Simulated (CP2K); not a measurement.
# GFN1-xTB run of CH7NSn (SMILES C[NH][SnH3])

What is the energy difference between two shapes of CH7NSn at GFN1-xTB? 

The calculation is run with CP2K 2026.2.

2 further runs of the same task are left out: 2 set aside as unsound or not needed.

### 1 The molecule

CH7NSn: 10 atoms, total charge 0, spin state singlet. SMILES: `C[NH][SnH3]`. The coordinates come from a PBE0-D4/def2-TZVP relaxation.

Bond lengths: C1–N2 1.451 Å, N2–Sn3 2.028 Å, C1–H4 1.095 Å, C1–H5 1.094 Å, C1–H6 1.101 Å, N2–H7 1.011 Å, Sn3–H8 1.705 Å, Sn3–H9 1.706 Å, Sn3–H10 1.718 Å. Some angles: C1–N2–Sn3 118.3°, C1–N2–H7 111.0°, Sn3–N2–H7 112.3°, N2–C1–H4 110.3°, N2–C1–H5 109.7°, N2–C1–H6 115.2°, N2–Sn3–H8 106.4°, N2–Sn3–H9 105.8°, N2–Sn3–H10 112.2°, H4–C1–H5 106.6°.

### 2 Energy and forces at GFN1-xTB

The input, mol.inp:

```
&GLOBAL
 PROJECT_NAME mol
 RUN_TYPE ENERGY_FORCE
 PRINT_LEVEL MEDIUM
&END GLOBAL

&FORCE_EVAL
 METHOD QS
 &DFT
  ! Quickstep
  &QS
   METHOD XTB
   EPS_DEFAULT 1.0E-10
   &XTB
    GFN_TYPE 1
    CHECK_ATOMIC_CHARGES F
   &END XTB
  &END QS
  &POISSON
   PERIODIC NONE
   POISSON_SOLVER ANALYTIC
  &END POISSON
  ! self-consistent field
  &SCF
   SCF_GUESS ATOMIC
   EPS_SCF 1.0E-06
   MAX_SCF 40
   &OT
    MINIMIZER DIIS
    PRECONDITIONER FULL_ALL
   &END OT
   &OUTER_SCF
    EPS_SCF 1.0E-06
    MAX_SCF 5
   &END OUTER_SCF
  &END SCF
  &PRINT
   &MOMENTS
    PERIODIC F
    REFERENCE COM
    MAX_MOMENT 1
   &END MOMENTS
   &MO_CUBES
    NLUMO 5
    NHOMO -1
    WRITE_CUBE F
   &END MO_CUBES
   &HIRSHFELD OFF
   &END HIRSHFELD
  &END PRINT
 &END DFT
 &SUBSYS
  ! box in angstrom
  &CELL
   ABC 19.9 19.7 20.1
   PERIODIC NONE
  &END CELL
  &COORD
   C     -0.898400     0.758000    -0.879200
   N     -0.343000    -0.532900    -0.516500
   Sn     0.897300    -0.629400     1.085100
   H     -1.664200     0.637600    -1.652700
   H     -1.396800     1.201100    -0.011700
   H     -0.168200     1.494600    -1.247500
   H      0.037300    -1.004000    -1.326200
   H      1.451700    -2.239000     1.169900
   H     -0.052600    -0.195500     2.433700
   H      2.220200     0.458400     0.948000
  &END COORD
  &TOPOLOGY
   &CENTER_COORDINATES
   &END CENTER_COORDINATES
  &END TOPOLOGY
 &END SUBSYS
 &PRINT
  &FORCES ON
  &END FORCES
 &END PRINT
&END FORCE_EVAL
```

Launch:

```console
$ OMP_NUM_THREADS=1 cp2k.psmp -i mol.inp > mol.out 2>&1
```

Standard output:

```text
CP2K| version string:                                       CP2K version 2026.2
[...]
 GLOBAL| Method name                                                        CP2K
[...]
 GLOBAL| Run type                                                   ENERGY_FORCE
[...]
                             - Atoms:                                         10
[...]
                             - Spherical basis functions:                     31
[...]
 Number of electrons:                                                         20
[...]
     1 OT DIIS     0.15E+00    0.0     0.07492238       -11.4765926732 -1.15E+01
[...]
    11 OT DIIS     0.15E+00    0.0     0.00000024       -11.5416541169 -2.69E-11
  *** SCF run converged in    11 steps ***
[...]
 TB_DIPOLE| Moment [Debye]          0.93048422       0.06590695       0.42202043
 TB_DIPOLE| Derivative [a.u.]       0.00000000       0.00000000       0.00000000
[...]
 ENERGY| Total FORCE_EVAL ( QS ) energy [hartree]            -11.541654116932254
 FORCES| Atomic forces [hartree/bohr]
 FORCES|   Atom     x               y               z               |f|
 FORCES|      1 -4.95560908E-03  6.42233188E-03  8.79220747E-04   8.15949982E-03
 FORCES|      2 -3.46504771E-04 -1.03186919E-03 -4.87672336E-03   4.99672396E-03
 FORCES|      3  8.47994746E-03  2.17423218E-03  9.17288507E-03   1.26798507E-02
 FORCES|      4  9.91048108E-04 -3.21231156E-03 -9.33904628E-04   3.48902562E-03
 FORCES|      5  1.97106588E-03 -1.66904239E-03  4.47793455E-04   2.62132069E-03
 FORCES|      6  1.69657453E-03 -4.79469363E-03  7.61195855E-04   5.14265216E-03
 FORCES|      7 -1.95020814E-03  3.04743184E-03  1.83131356E-03   4.05510320E-03
 FORCES|      8 -4.42167151E-03  9.58909907E-03 -3.75623722E-04   1.05661295E-02
 FORCES|      9  5.78021460E-03 -3.67308472E-03 -9.00583177E-03   1.13140372E-02
 FORCES|     10 -7.24485708E-03 -6.85209348E-03  2.09967480E-03   1.01905728E-02
 FORCES| Sum    -1.75207071E-16  7.37257477E-17 -1.09721260E-16
 FORCES| Total atomic force                                       2.19480656E-16
[...]
```

Run time: 0.6 s. Hardware: 1 thread of Arm Neoverse N1, shared host; peak memory 0.15 GiB.

### 3 The distorted shape at the same level

The input, molecule.inp:

```
&GLOBAL
    PROJECT_NAME molecule
    RUN_TYPE ENERGY_FORCE
    PRINT_LEVEL MEDIUM
&END GLOBAL

&FORCE_EVAL
    METHOD Quickstep
    &DFT
        CHARGE 0
        MULTIPLICITY 1
        ! Quickstep
        &QS
            METHOD XTB
            EPS_DEFAULT 1.0E-10
            &XTB
                GFN_TYPE 1
                CHECK_ATOMIC_CHARGES F
            &END XTB
        &END QS
        ! isolated system
        &POISSON
            PERIODIC NONE
            POISSON_SOLVER ANALYTIC
        &END POISSON
        &SCF
            SCF_GUESS ATOMIC
            EPS_SCF 1.0E-06
            MAX_SCF 40
            &OT ON
                MINIMIZER DIIS
                PRECONDITIONER FULL_ALL
            &END OT
            &OUTER_SCF
                EPS_SCF 1.0E-06
                MAX_SCF 5
            &END OUTER_SCF
        &END SCF
        ! extra output
        &PRINT
            &MOMENTS
                PERIODIC F
                REFERENCE COM
                MAX_MOMENT 1
            &END MOMENTS
            &MO_CUBES
                NLUMO 5
                NHOMO -1
                WRITE_CUBE F
            &END MO_CUBES
            &HIRSHFELD OFF
            &END HIRSHFELD
        &END PRINT
    &END DFT
    ! atoms, cell and kinds
    &SUBSYS
        &CELL
            ABC [angstrom] 19.8 20 19.9
            PERIODIC NONE
        &END CELL
        &COORD
            C     -0.938388     0.708672    -0.940889
            N     -0.324391    -0.537889    -0.367232
            Sn     0.783678    -0.711043     0.931550
            H     -1.488173     0.604299    -1.575552
            H     -1.279872     1.088327     0.013474
            H     -0.217405     1.619513    -1.334863
            H     -0.001020    -1.051132    -1.314265
            H      1.616962    -2.349764     0.913143
            H      0.028178    -0.307170     2.313357
            H      2.326727     0.453831     1.132059
        &END COORD
        &TOPOLOGY
            &CENTER_COORDINATES
            &END CENTER_COORDINATES
        &END TOPOLOGY
    &END SUBSYS
    ! extra output
    &PRINT
        &FORCES ON
        &END FORCES
    &END PRINT
&END FORCE_EVAL
```

Launch:

```console
$ OMP_NUM_THREADS=1 cp2k.psmp -i molecule.inp > molecule.out 2>&1
```

Standard output:

```text
CP2K| version string:                                       CP2K version 2026.2
[...]
 GLOBAL| Method name                                                        CP2K
[...]
 GLOBAL| Run type                                                   ENERGY_FORCE
[...]
                             - Atoms:                                         10
[...]
                             - Spherical basis functions:                     31
[...]
 Number of electrons:                                                         20
[...]
     1 OT DIIS     0.15E+00    0.0     0.05030392       -11.3466677181 -1.13E+01
[...]
     9 OT DIIS     0.15E+00    0.0     0.00000025       -11.3837376907 -6.61E-11
  *** SCF run converged in     9 steps ***
[...]
 TB_DIPOLE| Moment [Debye]         -0.79716869      -0.01454511      -0.70935146
 TB_DIPOLE| Derivative [a.u.]       0.00000000       0.00000000       0.00000000
[...]
 ENERGY| Total FORCE_EVAL ( QS ) energy [hartree]            -11.383737690731939
 FORCES| Atomic forces [hartree/bohr]
 FORCES|   Atom     x               y               z               |f|
 FORCES|      1  2.64660573E-01  8.12895913E-02  2.81422954E-01   3.94781073E-01
 FORCES|      2 -1.03617881E-01  2.27121437E-03 -2.49063120E-01   2.69767050E-01
 FORCES|      3  1.91134907E-01 -1.69142215E-02  1.55001048E-01   2.46665702E-01
 FORCES|      4 -2.37500135E-01 -5.70686488E-02 -2.58409844E-01   3.55582328E-01
 FORCES|      5 -1.95114070E-02  1.62361534E-02 -4.48857132E-03   2.57770237E-02
 FORCES|      6 -1.46776767E-02 -4.71799021E-02  1.86588179E-02   5.28159904E-02
 FORCES|      7 -1.60128000E-02  2.00444826E-02  5.87766947E-02   6.41318243E-02
 FORCES|      8 -2.16343520E-02  2.93402467E-02 -3.25839817E-04   3.64554719E-02
 FORCES|      9 -8.93881096E-03 -3.27454405E-03  7.54403066E-03   1.21464966E-02
 FORCES|     10 -3.39024178E-02 -2.47443720E-02 -9.11617030E-03   4.29506978E-02
 FORCES| Sum     3.40005801E-16  5.55111512E-17 -1.96023753E-16
 FORCES| Total atomic force                                       3.96371977E-16
[...]
```

Wall time 0.62 s (1 thread of Arm Neoverse N1, shared host); peak memory 0.15 GiB.

### 4 Outcome

At GFN1-xTB:

| quantity | value |
| --- | --- |
| first shape: total energy | -11.54165 Eh |
| first shape: dipole moment (from atomic charges alone) | 1.02 D |
| first shape: HOMO energy | -10.33 eV |
| first shape: dispersion energy | -7.02 kJ/mol |
| first shape: largest force on an atom | 0.652 eV/Å |
| distorted shape: total energy | -11.38374 Eh |
| distorted shape: dipole moment (from atomic charges alone) | 1.07 D |
| distorted shape: HOMO energy | -11.02 eV |
| distorted shape: dispersion energy | -7.07 kJ/mol |
| distorted shape: largest force on an atom | 20.300 eV/Å |
| energy change with the atoms displaced | 4.297 eV |

With the atoms displaced the energy rises by 4.30 eV (99 kcal/mol). The first shape isn't relaxed at this level, so the change isn't measured from a minimum. The largest force (first shape) is 0.65 eV/Å: the shape isn't a stationary point for this species at this level. The dipole (first shape) comes from point charges on the atoms alone, without atomic dipoles, so it is partial. The dipole (distorted shape) comes from point charges on the atoms alone, without atomic dipoles, so it is partial.
